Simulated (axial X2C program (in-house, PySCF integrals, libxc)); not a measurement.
# Linear NAsN⁺ at several levels

An exercise on one series of results from a longer session: the logs are not shown, and one member is left open.

Method: all-electron X2C, two-component (2c) or spin-free, N dyall-av3z, As dyall-v3z; program: an in-house X2C program for linear molecules on PySCF integrals.

All values are calculated.

2 further runs of the same task are left out: 2 set aside as unsound or not needed.

Set-up of the first run:

Input file task.json:

```json
{"zs": [7, 33, 7], "q": 1, "bas": ["dyall-av3z", "dyall-v3z", "dyall-av3z"], "r0": [1.74, 1.74], "symm": 1, "scan": ["PBE0", "HF", "LDA"], "levels": ["PBE0", "HF", "PBE"], "nst": 2}
```

Keys: zs atomic numbers; q charge; bas basis sets; r0 starting distance in Å; symm equal bonds; scan levels of the two-bond scan; levels methods; nst determinants followed.

Launch:

```sh
python solin.py task.json out
```

Masses N 14.003, As 74.922, N 14.003 u.

Among the steps run: Scan at PBE0, 2c; Scan at LDA, 2c; Scan at PBE0, spin-free.

One of the session's tables, all rows but one given; the rest of the session is left out.

| level | r(N–As) (Å) | r(As–N) (Å) | lower stretch (cm⁻¹) | upper stretch (cm⁻¹) |
| --- | --- | --- | --- | --- |
| PBE0, 2c | ? | ? | ? | ? |
| LDA, 2c | 1.692 | 1.692 | 632.5 | 804.2 |
| PBE0, spin-free | 1.702 | 1.702 | 586.6 | 755.6 |
| LDA, spin-free | 1.691 | 1.691 | 632.9 | 804.5 |

**Question.** Estimate the row for PBE0, 2c.

The run gave: r(N–As) (Å): 1.702; r(As–N) (Å): 1.702; lower stretch (cm⁻¹): 585.6; upper stretch (cm⁻¹): 755.5.

Scans not shown above were run alike.

**Reading.** Over the levels the N–As bond spans 1.691 to 1.702 Å and the As–N bond 1.691 to 1.702 Å. At PBE0 spin–orbit coupling leaves both bonds unchanged to 0.001 Å. Each state is one determinant, the lowest of a limited PBE0 search; the stretches come from a fit to few points and are good to some per cent at best. The molecule was held linear; bending was not examined, so a bent shape may lie lower. Open-shell Ω = 0 determinants with evenly filled partner blocks cannot be reached by this program, so the Ω shown need not be the lowest component. Note: several unpaired electrons, one determinant need not be a pure state.
